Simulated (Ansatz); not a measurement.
# triplet C2H2ClGa: levels of theory compared

Wanted: a comparison of 6 runs (UHF/3-21G, U-r2SCAN/cc-pVDZ, U-revPBE/cc-pVDZ, UB3LYP/6-31G*, RPA@PBE0/cc-pVDZ, UCCSD/cc-pVDZ) of triplet C2H2ClGa. 

The results are computed with Ansatz 0.2.0.

56 further runs of the same task are left out: 56 set aside as unsound or not needed. Runs told in other sessions of the task aren't counted.

### 1 The molecule

C2H2ClGa: 6 atoms, total charge 0, spin state triplet. As SMILES of the parent species, `C#[C][GaH][Cl]`. The coordinates come from a PBE0-D4/def2-TZVP relaxation. That shape belongs to the parent species and isn't relaxed for this state.

Bond lengths: C1–C2 1.208 Å, C2–Ga3 1.900 Å, Ga3–Cl4 2.140 Å, C1–H5 1.067 Å, Ga3–H6 1.547 Å. Angles: C1–C2–Ga3 179.1°, C2–Ga3–Cl4 115.4°, C2–C1–H5 179.8°, C2–Ga3–H6 126.7°, Cl4–Ga3–H6 117.8°.

### 2 A single-point energy at UHF/3-21G (run 1)

Input file input.yaml:

```yaml
crystal:
  periodic: [false, false, false]
  atoms:
    - {symbol: C, position_ang: [0.577800, 1.057900, -1.454500]}
    - {symbol: C, position_ang: [0.247000, 0.412500, -0.488700]}
    - {symbol: Ga, position_ang: [-0.252900, -0.587200, 1.048000]}
    - {symbol: Cl, position_ang: [-1.745400, -2.085600, 0.724100]}
    - {symbol: H, position_ang: [0.867100, 1.625700, -2.309900]}
    - {symbol: H, position_ang: [0.306500, -0.423300, 2.481100]}
basis:
  gaussian: {orbitals: 3-21G-spherical.json}
hamiltonian: {xc: hf}
accuracy: high
output: {orbitals: {seedname: orbitals}}
magnetization: {spin_polarized: true, initial_magnetization: 2}
```

The basis set 3-21G is read from a file made from the Basis Set Exchange's data (not shown).

Launch:

```bash
ansatz run input.yaml --threads 1 --pin off --max-ram 2610MiB --events-out events.jsonl --progress --plain --runs-dir runs
```

Standard output:

```text
Warning: RAYON_NUM_THREADS=1 ignored (pool sized by the plan → 1); use --threads N
Functional definition: HF
  name "HF"
  exchange = exact_x
  correlation = 0
1108 factors; integrals over basis functions are off by at most 8.5e-9 eV
mean field evaluation 1: about -66596.0393 eV, gradient 1.4e1 eV
mean field evaluation 2: about -66596.3122 eV, gradient 1.4e1 eV
mean field evaluation 4: about -66598.5735 eV, gradient 2.4e0 eV
mean field evaluation 8: about -66598.8348 eV, gradient 5.8e-1 eV
mean field evaluation 16: about -66598.8558 eV, gradient 3.1e-2 eV
mean field evaluation 32: about -66599.2737 eV, gradient 7.4e-6 eV
mean field evaluation 64: about -66598.8650 eV, gradient 1.2e0 eV
mean field evaluation 96: about -66598.9179 eV, gradient 5.7e-1 eV
mean field evaluation 128: about -66591.2357 eV, gradient 7.1e0 eV
mean field evaluation 160: about -66596.0078 eV, gradient 1.3e1 eV
mean field evaluation 192: about -66594.3202 eV, gradient 1.4e1 eV
mean field evaluation 224: about -66599.1890 eV, gradient 4.8e-1 eV
mean field evaluation 256: about -66598.8555 eV, gradient 1.5e-4 eV
mean field evaluation 288: about -66581.5881 eV, gradient 2.2e1 eV
mean field evaluation 320: about -66589.1330 eV, gradient 1.3e1 eV
mean field -66599.27372809 eV, -2447.4781668983 hartree, gradient 1.9e-8 eV, S^2 2.018492; 4 other end points of the search recorded, 0 dependent functions left out
reference -66599.27372809 eV, -2447.4781668983 hartree; 32, 30 occupied and 25, 27 virtual orbitals, 1108 factors
Total energy: -66599.27372809 eV, -2447.4781668983 hartree
```

Wall time 2.8 s (1 thread of AMD EPYC 9R45 (Zen 5), shared host); peak memory 0.23 GiB.

### 3 The energy at U-r2SCAN/cc-pVDZ (run 2)

Input file job.yaml:

```yaml
crystal:
  periodic: [false, false, false]
  atoms:
    - {symbol: C, position_ang: [0.577800, 1.057900, -1.454500]}
    - {symbol: C, position_ang: [0.247000, 0.412500, -0.488700]}
    - {symbol: Ga, position_ang: [-0.252900, -0.587200, 1.048000]}
    - {symbol: Cl, position_ang: [-1.745400, -2.085600, 0.724100]}
    - {symbol: H, position_ang: [0.867100, 1.625700, -2.309900]}
    - {symbol: H, position_ang: [0.306500, -0.423300, 2.481100]}
basis:
  gaussian:
    orbitals: cc-pVDZ
total_charge: 0
hamiltonian:
  xc: {name: r2SCAN}
accuracy: high
output:
  orbitals: {seedname: orbitals}
magnetization:
  spin_polarized: true
  initial_magnetization: 2
```

Launch:

```bash
ansatz run job.yaml --threads 1 --pin off --max-ram 2610MiB --events-out events.jsonl --progress --plain --runs-dir runs
```

Standard output, shortened:

```text
Warning: RAYON_NUM_THREADS=1 ignored (pool sized by the plan → 1); use --threads N
Functional definition: r2SCAN
  name "r2SCAN"
[...]
1779 factors; integrals over basis functions are off by at most 4.4e-9 eV
[...]
mean field -66999.14560332 eV, -2462.1731872699 hartree, gradient 7.7e-8 eV, S^2 2.009115; 9 other end points of the search recorded, 0 dependent functions left out
reference -66999.14560655 eV, -2462.1731873888 hartree; 32, 30 occupied and 51, 53 virtual orbitals, 1779 factors
Total energy: -66999.14560655 eV, -2462.1731873888 hartree
```

Run time: 31 s. Hardware: 1 thread of AMD EPYC 9R45 (Zen 5), shared host; peak memory 0.44 GiB.

### 4 The energy at U-revPBE/cc-pVDZ (run 3)

Input file input.yaml:

```yaml
crystal:
  periodic: [false, false, false]
  atoms:
    - symbol: C
      position_ang: [0.577800, 1.057900, -1.454500]
    - symbol: C
      position_ang: [0.247000, 0.412500, -0.488700]
    - symbol: Ga
      position_ang: [-0.252900, -0.587200, 1.048000]
    - symbol: Cl
      position_ang: [-1.745400, -2.085600, 0.724100]
    - symbol: H
      position_ang: [0.867100, 1.625700, -2.309900]
    - symbol: H
      position_ang: [0.306500, -0.423300, 2.481100]
basis:
  gaussian:
    orbitals: cc-pVDZ
output:
  orbitals: {seedname: orbitals}
magnetization:
  spin_polarized: true
  initial_magnetization: 2
accuracy: high
hamiltonian:
  xc: {name: revPBE}
```

Launch:

```bash
ansatz run input.yaml --threads 1 --pin off --max-ram 2610MiB --events-out events.jsonl --progress --plain --runs-dir runs
```

Standard output, shortened:

```text
Warning: RAYON_NUM_THREADS=1 ignored (pool sized by the plan → 1); use --threads N
Functional definition: revPBE
  name "revPBE"
[...]
1779 factors; integrals over basis functions are off by at most 4.4e-9 eV
[...]
mean field -66994.79104009 eV, -2462.0131600230 hartree, gradient 2.2e-8 eV, S^2 2.003459; 20 other end points of the search recorded, 0 dependent functions left out
reference -66994.79104472 eV, -2462.0131601932 hartree; 32, 30 occupied and 51, 53 virtual orbitals, 1779 factors
Total energy: -66994.79104472 eV, -2462.0131601932 hartree
```

Wall time 14 s (1 thread of AMD EPYC 9R45 (Zen 5), shared host); peak memory 0.29 GiB.

Runs 4 to 5 aren't shown in full; the table further down has their settings and results.

### 5 The energy at UCCSD/cc-pVDZ (run 6)

Input file job.yaml:

```yaml
crystal:
  periodic: [false, false, false]
  atoms:
    - symbol: C
      position_ang: [0.577800, 1.057900, -1.454500]
    - symbol: C
      position_ang: [0.247000, 0.412500, -0.488700]
    - symbol: Ga
      position_ang: [-0.252900, -0.587200, 1.048000]
    - symbol: Cl
      position_ang: [-1.745400, -2.085600, 0.724100]
    - symbol: H
      position_ang: [0.867100, 1.625700, -2.309900]
    - symbol: H
      position_ang: [0.306500, -0.423300, 2.481100]
basis:
  gaussian:
    orbitals: cc-pVDZ
magnetization:
  spin_polarized: true
  initial_magnetization: 2
correlation:
  method: ccsd
  frozen_orbitals: {C: 1, Cl: 5, Ga: 9, H: 0}
accuracy: high
scf:
  omitted_lower_state_checks: [cluster_reference, increment]
```

Launch:

```bash
ansatz run job.yaml --threads 1 --pin off --max-ram 2610MiB --events-out events.jsonl --progress --plain --runs-dir runs
```

Standard output:

```text
Warning: RAYON_NUM_THREADS=1 ignored (pool sized by the plan → 1); use --threads N
[... 19 lines left out ...]
16 core orbitals not correlated: weight in the atoms' cores, before any rotation towards them, 1.000 or more for the frozen orbitals, at most 0.000 for the correlated occupied ones
[... 38 lines left out ...]
Total energy: -66938.26532381 eV, -2459.9358782640 hartree
Checks for a lower state left out: cluster_reference, increment
```

Run time: 29 s. Hardware: 1 thread of AMD EPYC 9R45 (Zen 5), shared host; peak memory 0.71 GiB.

### 6 Overview of the runs

```
run                                level  Cartesian functions  frozen core orbitals   energy (Eh)  HOMO energy (eV)   ⟨S²⟩  wall time
  1                            UHF/3-21G                   no                     –  -2447.478167             -6.51  2.018      2.8 s
  2                     U-r2SCAN/cc-pVDZ                   no                     –  -2462.173187             -3.75  2.009       31 s
  3                     U-revPBE/cc-pVDZ                   no                     –  -2462.013160             -3.14  2.003       14 s
  4  UB3LYP/6-31G* (Cartesian functions)                  yes                     –  -2462.054618             -4.04  2.004       14 s
  5                     RPA@PBE0/cc-pVDZ                   no                    16  -2460.093439                 –  2.006       14 s
  6                        UCCSD/cc-pVDZ                   no                    16  -2459.935878                 –  2.019       29 s
```

### 7 Outcome

```
                                           quantity           value
                                run 6: total energy  -2459.93588 Eh
run 6: correlation energy (16 core orbitals frozen)      -458.5 mEh
           run 6: ⟨S²⟩ of the reference determinant           2.019
                               run 6: T1 diagnostic           0.015
```

Totals of different functionals can't be ranked against each other. All runs together took 1.7 min, the longest 31 s.
